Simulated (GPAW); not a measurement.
Wanted: an ASE script for a GPAW 26.7.0 run.

* Task: band structure
* Functional: LDA
* Potentials or basis: the program's PAW data sets (release 1.2.1) made for this functional
* Cutoff: 600 eV
* Basis: pw
* k mesh: 6 × 6 × 6
* Occupations: fermi-dirac, width 0.05 eV
* Spin: no spin polarisation
* Maxiter: 150
* Band path: GXWKGLUWLK,UX
* Band points: 60

The system is SnTe3.

```
Te Sn
1.0
     0.00000    3.86122    3.86122
     3.86122    0.00000    3.86122
     3.86122    3.86122    0.00000
Te Sn
3 1
Direct
  0.50000 0.50000 0.50000
  0.75000 0.75000 0.75000
  0.25000 0.25000 0.25000
  0.00000 0.00000 0.00000
```

The cell comes from a database or a generator and needn't be the stable form of this composition.

One way to write it, as run:

run.py

```python
from ase import Atoms
from ase.dft.bandgap import bandgap
from ase.io import write
from ase.units import GPa
from gpaw import GPAW, PW

atoms = Atoms(['Te', 'Te', 'Te', 'Sn'],
              cell=[[0.0, 3.861219, 3.861219],
                    [3.861219, 0.0, 3.861219],
                    [3.861219, 3.861219, 0.0]],
              scaled_positions=[[0.5, 0.5, 0.5],
                                [0.75, 0.75, 0.75],
                                [0.25, 0.25, 0.25],
                                [0.0, 0.0, 0.0]],
              pbc=True)

calc = GPAW(mode=PW(600),
            xc='LDA',
            kpts={'size': (6, 6, 6), 'gamma': True},
            occupations={'name': 'fermi-dirac', 'width': 0.05},
            nbands=28,
            convergence={'density': 1e-05, 'energy': 1e-05},
            maxiter=150,
            txt='gpaw.txt')
atoms.calc = calc
energy = atoms.get_potential_energy()
forces = atoms.get_forces()
stress = atoms.get_stress()
calc.write('gs.gpw')
write('result.traj', atoms)
print(f'Energy: {energy:.6f} eV')
print('Forces (eV/A):')
print(forces.round(4))
print('Stress (GPa):', (stress / GPa).round(3))
print('Fermi level:', round(calc.get_fermi_level(), 4), 'eV')
print(f'Gap: {bandgap(calc)[0]:.4f} eV, direct: {bandgap(calc, direct=True)[0]:.4f} eV')

path = atoms.cell.bandpath('GXWKGLUWLK,UX', npoints=60, eps=1e-4)
bs_calc = calc.fixed_density(kpts=path, symmetry='off', nbands=48,
                             convergence={'bands': 'CBM+6.0', 'eigenstates': 1e-6}, txt='bands.txt')
bs = bs_calc.band_structure()
bs.write('bs.json')
print(f'Gap on the path: {bandgap(bs_calc)[0]:.4f} eV')
```

Potentials or basis: the program's PAW data sets (release 1.2.1) made for this functional, pw.

Run with:

```console
$ OMP_NUM_THREADS=1 python run.py
```

Results of the run:

```json
{
 "Pressure": "-4.2 GPa",
 "Band gap along the path": "none (metal or under the smearing width)"
}
```

Caveat: spin-orbit coupling is left out, which moves the levels of the heavy elements.

Wall time 100 s on 1 thread of Arm Neoverse V2 (shared host), peak memory 0.48 GiB.
